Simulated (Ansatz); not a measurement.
## Molecular dynamics of WC

Input:

```yaml
accuracy: low
crystal:
  lattice:
    - [-3.039955, -5.265357, 0.0]
    - [4.559933, -2.632678, 0.0]
    - [0.0, 0.0, 5.94809]
  atoms:
    - { symbol: W, position: [0.75, 0.5, 0.0] }
    - { symbol: C, position: [0.5, 0.6666667, 0.25] }
    - { symbol: W, position: [0.75, 0.5, 0.5] }
    - { symbol: C, position: [0.5, 0.6666667, 0.75] }
    - { symbol: W, position: [0.5, 0.0, 0.0] }
    - { symbol: C, position: [0.25, 0.1666667, 0.25] }
    - { symbol: W, position: [0.5, 0.0, 0.5] }
    - { symbol: C, position: [0.25, 0.1666667, 0.75] }
    - { symbol: W, position: [0.25, 0.5, 0.0] }
    - { symbol: C, position: [0.0, 0.6666667, 0.25] }
    - { symbol: W, position: [0.25, 0.5, 0.5] }
    - { symbol: C, position: [0.0, 0.6666667, 0.75] }
    - { symbol: W, position: [0.0, 0.0, 0.0] }
    - { symbol: C, position: [0.75, 0.1666667, 0.25] }
    - { symbol: W, position: [0.0, 0.0, 0.5] }
    - { symbol: C, position: [0.75, 0.1666667, 0.75] }
basis:
  ecutwfc: 420.0
kpoints:
  mp_grid: { grid: [2, 2, 2] }
hamiltonian:
  xc: lda
  pseudopotentials: { kind: paw, azcp: { folder: soft_1 } }
scf:
  occupations: { method: fermi_dirac, width: 0.24 }
  lower_state_search: "off"
md:
  timestep: 1.12
  n_steps: 190
  ensemble: nvt_langevin
  temperature: 2800.0
  initial_velocities: maxwell_boltzmann
  seed: 822315
  friction: 0.02
```

Command:

```bash
$ ansatz run input.yaml --threads 1 --pin off --max-ram 3072MiB --backend cpu --events-out ev --progress --plain --runs-dir out
```

It starts from a structure without forces on its atoms.

Output, in part (step lines):

```
md step     0: t =     0.00 fs  T =  2625.0 K  F+E_penalty+E_count = -82988.24218713 eV  E_kin = 5.428920 eV  (8 SCF iters)
md step     1: t =     1.12 fs  T =  2740.9 K  F+E_penalty+E_count = -82988.22004818 eV  E_kin = 5.668597 eV  (7 SCF iters)
md step     2: t =     2.24 fs  T =  2538.9 K  F+E_penalty+E_count = -82988.14526127 eV  E_kin = 5.250848 eV  (7 SCF iters)
md step     3: t =     3.36 fs  T =  2473.9 K  F+E_penalty+E_count = -82988.02387970 eV  E_kin = 5.116352 eV  (7 SCF iters)
md step     4: t =     4.48 fs  T =  2326.1 K  F+E_penalty+E_count = -82987.85868917 eV  E_kin = 4.810737 eV  (6 SCF iters)
md step     5: t =     5.60 fs  T =  2339.2 K  F+E_penalty+E_count = -82987.64238303 eV  E_kin = 4.837780 eV  (5 SCF iters)
md step     6: t =     6.72 fs  T =  2113.6 K  F+E_penalty+E_count = -82987.38516080 eV  E_kin = 4.371305 eV  (6 SCF iters)
md step     7: t =     7.84 fs  T =  2090.6 K  F+E_penalty+E_count = -82987.10745513 eV  E_kin = 4.323777 eV  (5 SCF iters)
[... lines left out ...]
md step   189: t =   211.68 fs  T =  1829.0 K  F+E_penalty+E_count = -82982.53000841 eV  E_kin = 3.782586 eV  (5 SCF iters)
md step   190: t =   212.80 fs  T =  1862.1 K  F+E_penalty+E_count = -82982.45967549 eV  E_kin = 3.851033 eV  (7 SCF iters)
```

The steps, from the saved trajectory:

```tsv
time (fs)	T (K)	potential energy less start (eV)
0	2625	0.000
6.72	2114	0.857
13.44	1678	2.266
20.16	1635	2.796
26.88	1948	3.057
33.6	1520	3.796
40.32	1909	4.279
47.04	1715	4.736
53.76	1431	5.307
60.48	1775	5.220
67.2	2149	5.127
73.92	1962	5.415
80.64	2020	5.383
87.36	2275	5.386
94.08	2288	5.557
100.8	2176	4.884
107.52	2417	4.772
114.24	1963	4.807
120.96	2616	4.484
127.68	2580	4.688
134.4	2460	5.396
141.12	2161	5.580
147.84	2076	5.440
154.56	2469	4.778
161.28	2603	4.732
168	2740	5.072
174.72	3024	3.786
181.44	2932	4.438
188.16	2825	5.333
194.88	2749	5.140
201.6	2852	4.817
208.32	2119	5.439
```

The run went to its last step. A run of 0.21 ps of so small a system gives no equilibrium averages. Limits of this set-up: coarse k mesh, PAW files made for another functional, low accuracy level.

Mean squared displacements from the first frame to the last, about the centre of mass: W 0.04 Å², C 0.09 Å².

Last frame:

```xyz
16
Lattice="-3.0400 -5.2654 0.0000 4.5599 -2.6327 0.0000 0.0000 0.0000 5.9481" Properties=species:S:1:pos:R:3
W 0.006 -5.352 0.023
C 1.561 -4.379 1.426
W 0.129 -5.276 2.897
C 1.337 -4.017 4.541
W -1.208 -2.763 -0.048
C 0.265 -1.799 1.569
W -1.507 -2.591 2.958
C 0.040 -1.764 4.710
W 1.560 -2.399 0.105
C 3.217 -1.784 1.179
W 1.798 -2.711 2.967
C 3.015 -1.612 4.693
W 0.089 0.180 0.009
C -1.221 -4.555 1.454
W 0.092 -0.283 2.987
C -1.472 -4.488 4.154
```

Time of the run: 15 min on 1 thread of Arm Neoverse V2, with other jobs on the host, peak memory 0.6 GiB.
